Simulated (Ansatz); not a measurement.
# CH7ClFNSi2: up Jacob's ladder to CCSD(T)

The task here is to estimate one member of a computed series from the others.

Program: Ansatz 0.2.0, Gaussian basis. Level of theory: functionals in def2-TZVPP, the program's frozen cores in correlated methods. These are calculated values, not measurements.

The runs, in order: PBE-D4, r2SCAN-D4, PBE0-D4, B3LYP-D4, ωB97X-V, ωB97M-V, B2PLYP; CCSD(T)/def2-TZVPP; MP2/def2-QZVPP; extrapolation to the limit.

## Structure used throughout

The geometry comes from an earlier relaxation with PBE0-D4 in a triple-zeta def2 set; it is a stationary point, not always the lowest conformer.

13 atoms, charge 0, spin multiplicity 1.

Atoms are counted from 1 here; the program's logs count them from 0.

Bond lengths: C1–N2 1.468 Å, C1–H7 1.093 Å, C1–H8 1.093 Å, C1–H9 1.094 Å, N2–Si3 1.711 Å, N2–Si5 1.717 Å, Si3–F4 1.601 Å, Si3–H10 1.480 Å, Si3–H11 1.477 Å, Si5–Cl6 2.061 Å, Si5–H12 1.477 Å, Si5–H13 1.481 Å. Angles: N2–C1–H7 110.9°, N2–C1–H8 110.5°, N2–C1–H9 111.6°, H7–C1–H8 107.3°, H7–C1–H9 108.5°, H8–C1–H9 107.9°, C1–N2–Si3 118.9°, C1–N2–Si5 117.2°, Si3–N2–Si5 123.9°, N2–Si3–F4 111.9°, N2–Si3–H10 109.2°, N2–Si3–H11 108.8°, F4–Si3–H10 105.6°, F4–Si3–H11 107.3°, H10–Si3–H11 114.1°, N2–Si5–Cl6 110.8°, N2–Si5–H12 108.7°, N2–Si5–H13 110.8° and more.

The first run:

in.yaml

```yaml
crystal:
  periodic: [false, false, false]
  atoms:
    - {symbol: C, position_ang: [0.466067, 1.425372, -0.246521]}
    - {symbol: N, position_ang: [-0.012493, 0.057850, -0.011502]}
    - {symbol: Si, position_ang: [-1.603376, -0.172379, 0.574009]}
    - {symbol: F, position_ang: [-2.695418, -0.005674, -0.584879]}
    - {symbol: Si, position_ang: [1.061840, -1.225746, -0.391853]}
    - {symbol: Cl, position_ang: [2.670259, -1.238592, 0.896296]}
    - {symbol: H, position_ang: [1.455910, 1.572674, 0.193901]}
    - {symbol: H, position_ang: [-0.207434, 2.150762, 0.215974]}
    - {symbol: H, position_ang: [0.523391, 1.653086, -1.314767]}
    - {symbol: H, position_ang: [-1.914562, 0.880330, 1.567095]}
    - {symbol: H, position_ang: [-1.724106, -1.548740, 1.097373]}
    - {symbol: H, position_ang: [0.339069, -2.506395, -0.252992]}
    - {symbol: H, position_ang: [1.640873, -1.042547, -1.742144]}
basis:
  gaussian: {orbitals: def2-TZVPP}
hamiltonian: {xc: pbe, dispersion: d4}
output: {forces: true, orbitals: {seedname: orbitals}}
```

Run with:

```console
$ ansatz run in.yaml --threads 2 --pin off --events-out ev --progress --plain --max-ram 32768MiB --backend cuda --devices 0, --max-vram 18GiB
```

Steps of the session up to this table: PBE-D4 (GGA); r2SCAN-D4 (meta-GGA); PBE0-D4 (hybrid); B3LYP-D4 (hybrid); ωB97X-V (range-separated); ωB97M-V (range-separated); B2PLYP (double hybrid); CCSD(T) in def2-TZVPP; MP2 in def2-QZVPP.

One of the session's tables, all rows but one given; the rest of the session is left out.

```
            method  atomisation energy (kJ/mol)
            PBE-D4                       4660.7
         r2SCAN-D4                       4630.5
           PBE0-D4                       4605.8
          B3LYP-D4                       4628.8
           ωB97X-V                       4667.3
           ωB97M-V                       4657.0
            B2PLYP                       4579.1
     HF/def2-TZVPP                            ?
    MP2/def2-TZVPP                       4584.6
   CCSD/def2-TZVPP                       4454.5
CCSD(T)/def2-TZVPP                       4514.7
           MP2/CBS                       4721.0
       CCSD(T)/CBS                       4651.0
```

**Question.** Estimate the row for HF/def2-TZVPP.

The run gave: atomisation energy (kJ/mol): 3436.6. In the column «atomisation energy (kJ/mol)» it is the lowest.

Limits of these values: Free atoms (1 C, 1 N, 2 Si, 1 F, 1 Cl, 7 H) were run apart at each level; the atomisation energy is their sum less the molecule, without zero-point or spin-orbit terms.
